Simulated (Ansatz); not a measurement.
# CH2FNSSi (SMILES FC1=N[SiH2]S1) at r2SCAN/cc-pVDZ

Aim: the vertical singlet–triplet gap of CH2FNSSi at r2SCAN/cc-pVDZ, from 2 runs. 

The results are computed with Ansatz 0.2.0.

111 further runs of the same task are left out: 111 set aside as unsound or not needed. Runs told in other sessions of the task aren't counted.

### 1 Starting point

CH2FNSSi: 7 atoms, total charge 0, spin state singlet. SMILES: `FC1=N[SiH2]S1`. Geometry: relaxed at PBE0-D4/def2-TZVP.

Bond lengths: F1–C2 1.316 Å, C2–N3 1.264 Å, N3–Si4 1.755 Å, C2–S5 1.779 Å, Si4–S5 2.172 Å, Si4–H6 1.478 Å, Si4–H7 1.478 Å. Some angles: F1–C2–N3 124.1°, F1–C2–S5 117.1°, N3–C2–S5 118.7°, C2–N3–Si4 91.5°, N3–Si4–S5 83.4°, C2–S5–Si4 66.4°, N3–Si4–H6 115.0°, N3–Si4–H7 115.0°, S5–Si4–H6 114.2°, S5–Si4–H7 114.2°.

### 2 The energy at r2SCAN/cc-pVDZ

File job.yaml:

```yaml
crystal:
  periodic: [false, false, false]
  atoms:
    - symbol: F
      position_ang: [1.147800, -1.939300, 1.137100]
    - symbol: C
      position_ang: [0.551100, -0.929900, 0.538600]
    - symbol: "N"
      position_ang: [-0.672300, -0.915900, 0.221400]
    - symbol: Si
      position_ang: [-0.525200, 0.696600, -0.454900]
    - symbol: S
      position_ang: [1.547900, 0.494500, 0.161700]
    - symbol: H
      position_ang: [-1.272100, 1.746800, 0.268200]
    - symbol: H
      position_ang: [-0.716300, 0.779100, -1.917900]
basis:
  gaussian:
    orbitals: cc-pVDZ
hamiltonian:
  xc: {name: r2SCAN}
accuracy: high
output: {orbitals: {seedname: orbitals}}
```

Run with:

```
$ ansatz run job.yaml --threads 1 --pin off --max-ram 2610MiB --events-out events.jsonl --progress --plain --runs-dir runs
```

Standard output:

```text
Warning: RAYON_NUM_THREADS=1 ignored (pool sized by the plan → 1); use --threads N
Functional definition: r2SCAN
  name "r2SCAN"
  parameter k0 = 0.174
  parameter k1 = 0.065
  parameter a1 = 4.9479
  exchange = r2scan_x(k0 = k0, k1 = k1, a1 = a1)
  correlation = r2scan_c
2031 factors; integrals over basis functions are off by at most 3.5e-9 eV
mean field evaluation 1: about -23979.6245 eV, gradient 5.4e1 eV
mean field evaluation 2: about -23919.5830 eV, gradient 1.4e2 eV
mean field evaluation 4: about -23985.3913 eV, gradient 1.2e1 eV
mean field evaluation 8: about -23985.7201 eV, gradient 2.7e-1 eV
mean field evaluation 16: about -23985.7204 eV, gradient 8.7e-6 eV
mean field -23985.72039190 eV, -881.4589662971 hartree, gradient 2.4e-8 eV, S^2 0.000000; 0 other end points of the search recorded, 0 dependent functions left out
reference -23985.72039250 eV, -881.4589663192 hartree; 27, 27 occupied and 61, 61 virtual orbitals, 2031 factors
Total energy: -23985.72039250 eV, -881.4589663192 hartree
```

Run time: 17 s. Hardware: 1 thread of Arm Neoverse V2, shared host; peak memory 0.29 GiB.

### 3 The triplet, same level

File input.yaml:

```yaml
crystal:
  periodic: [false, false, false]
  atoms:
    - symbol: F
      position_ang: [1.147800, -1.939300, 1.137100]
    - symbol: C
      position_ang: [0.551100, -0.929900, 0.538600]
    - symbol: N
      position_ang: [-0.672300, -0.915900, 0.221400]
    - symbol: Si
      position_ang: [-0.525200, 0.696600, -0.454900]
    - symbol: S
      position_ang: [1.547900, 0.494500, 0.161700]
    - symbol: H
      position_ang: [-1.272100, 1.746800, 0.268200]
    - symbol: H
      position_ang: [-0.716300, 0.779100, -1.917900]
basis:
  gaussian:
    orbitals: cc-pVDZ
hamiltonian:
  xc: r2scan
output: {orbitals: {seedname: orbitals}}
magnetization:
  spin_polarized: true
  initial_magnetization: 2
accuracy: high
```

Run with:

```
$ ansatz run input.yaml --threads 1 --pin off --max-ram 2610MiB --events-out events.jsonl --progress --plain --runs-dir runs
```

Standard output, shortened:

```text
Warning: RAYON_NUM_THREADS=1 ignored (pool sized by the plan → 1); use --threads N
[... 2 set-up lines as earlier in the session ...]
[...]
2031 factors; integrals over basis functions are off by at most 3.5e-9 eV
[...]
mean field -23980.80636993 eV, -881.2783793206 hartree, gradient 8.9e-8 eV, S^2 2.011400; 8 other end points of the search recorded, 0 dependent functions left out
reference -23980.80637158 eV, -881.2783793812 hartree; 28, 26 occupied and 60, 62 virtual orbitals, 2031 factors
Total energy: -23980.80637158 eV, -881.2783793812 hartree
```

Wall time 88 s (1 thread of Arm Neoverse V2, shared host); peak memory 0.47 GiB.

### 4 Summary of results

Level: r2SCAN/cc-pVDZ.

| quantity | value |
| --- | --- |
| singlet: total energy | -881.45897 Eh |
| singlet: HOMO energy | -6.76 eV |
| singlet: LUMO energy | -1.20 eV |
| singlet: HOMO–LUMO gap | 5.56 eV |
| triplet: total energy | -881.27838 Eh |
| triplet: HOMO energy (highest over α and β) | -2.00 eV |
| triplet: ⟨S²⟩ | 2.011 |
| vertical energy of the triplet above the singlet | 4.914 eV |

**Reading.** At this shape the triplet lies 4.91 eV (113 kcal/mol) above the singlet.
